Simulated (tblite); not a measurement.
# C4H8FNSi: the cost of one run

Computed with tblite 0.8.0 and PySCF 2.14.0, with density-fitted response routines of our own, on a single molecule in the gas phase. Atoms are numbered from 0 throughout.

## 1. The starting structure

15 atoms, charge 0, multiplicity 1; geometry from: force field or distance geometry start.

Bonds of the start (Å): C0–C1 1.31, C1–C2 1.48, C2–C3 1.33, C2–Si4 1.84, Si4–N5 1.78, Si4–F6 1.68, C0–H7 1.08, C0–H8 1.10, C1–H9 1.09, C3–H10 1.10, C3–H11 1.07, Si4–H12 1.46, N5–H13 1.05, N5–H14 1.04.

## 2. Geometry optimisation with GFN2-xTB

Job settings and geometry (Å):

```
{"job": {"kind": "relax", "xc": "GFN2-xTB", "basis": "xTB"}, "charge": 0, "multiplicity": 1}
C     -2.104400     0.597800    -0.437600
C     -1.300000    -0.337800    -0.887300
C     -0.009700    -0.662600    -0.244100
C      0.737800    -1.621100    -0.774200
Si     0.608000     0.219700     1.252800
N      1.602400     1.565400     0.641500
F      1.531000    -0.818700     2.194100
H     -3.053500     0.838300    -0.902100
H     -1.779400     1.152200     0.452900
H     -1.562400    -0.941500    -1.760200
H      1.702900    -1.893300    -0.315800
H      0.360100    -2.136500    -1.631100
H     -0.554400     0.648400     2.023200
H      2.619100     1.333100     0.539200
H      1.198000     2.064500    -0.173300
```

On the command line:

```sh
> OMP_NUM_THREADS=1 python probes_run.py task.json out
```

The driver reads the jobs from task.json and runs them one after another.

Q: Estimate the wall time and peak memory of this first job on 1 thread of Arm Neoverse N1, shared host.

About 1.8 s, with a peak of 0.18 GiB.
